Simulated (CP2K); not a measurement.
Ba2Tl5V3O12:

```xyz
22
Lattice="8.1542 0.0000 0.0000 -4.0771 7.0618 0.0000 0.0000 0.0000 6.9213" Properties=species:S:1:pos:R:3 pbc="T T T"
Ba    0.0000    0.0000    1.6301
Ba    0.0000    0.0000    5.2912
V     4.0771    0.0000    0.0000
V    -2.0386    3.5309    0.0000
V     2.0386    3.5309    0.0000
Tl    4.0771    0.0000    3.4606
Tl   -2.0386    3.5309    3.4606
Tl    2.0386    3.5309    3.4606
Tl    0.0000    4.7079    1.5565
Tl    4.0771    2.3539    5.3648
O     1.3636    2.4246    5.6370
O     1.2955    7.0304    5.6370
O    -2.6592    4.6685    5.6370
O     1.4179    2.3932    1.2843
O     5.4407    4.6372    1.2843
O     5.3726    0.0314    1.2843
O     2.7135    4.6372    1.2843
O     2.7816    0.0314    1.2843
O     6.7363    2.3932    1.2843
O     2.6592    4.6685    5.6370
O    -1.3636    2.4246    5.6370
O    -1.2955    7.0304    5.6370
```

The cell was built by a generator and needn't be a form met in nature.

Base run:

```yaml
Program: CP2K 2026.2
Functional: LDA
Potentials_or_basis: GTH_POTENTIALS Ba GTH-PBE-q10, V GTH-PBE-q13, Tl GTH-PBE-q13, O GTH-PBE-q6; DZVP-MOLOPT-SR-GTH basis
Density_cutoff: 12245 eV
k_mesh: 3 × 3 × 3
Occupations: fermi-dirac, width 0.05 eV
Spin: collinear spin, ferromagnetic start
Starting_moments: "[0.0, 0.0, 2.0, 2.0, 2.0, 0.0, 0.0, 0.0, 0.0, 0.0, 0.0, 0.0, 0.0, 0.0, 0.0, 0.0, 0.0, 0.0, 0.0, 0.0, 0.0, 0.0] μB"
```

Its results: band gap on the k mesh none (metal or under the smearing width); pressure -4.7 GPa; net moment 0.00 μB per cell; largest force 0.330 eV/Å.

Question: After a change of settings the same cell gave: band gap on the k mesh none (metal or under the smearing width); pressure 4.1 GPa; net moment 0.00 μB per cell; largest force 0.320 eV/Å. Which change was it?
A. functional from LDA to PBE
B. functional from LDA to PBE; density cutoff from 12245 eV to 8163 eV; cutoff of the grids from 900 Ry to 600 Ry
C. functional from LDA to PBEsol
D. functional from LDA to RPBE

Answer: D.

RPBE binds less tightly than LDA, so the same cell stands under more pressure.

Caveats: the potentials were made for another functional, which shifts forces and pressure; the basis of atomic orbitals isn't converged, which shifts pressures, moduli and gaps; semilocal functionals often make such compounds metallic where correlation or magnetic order opens a gap, which also shifts bond lengths.

Not every run made on this cell is shown here.
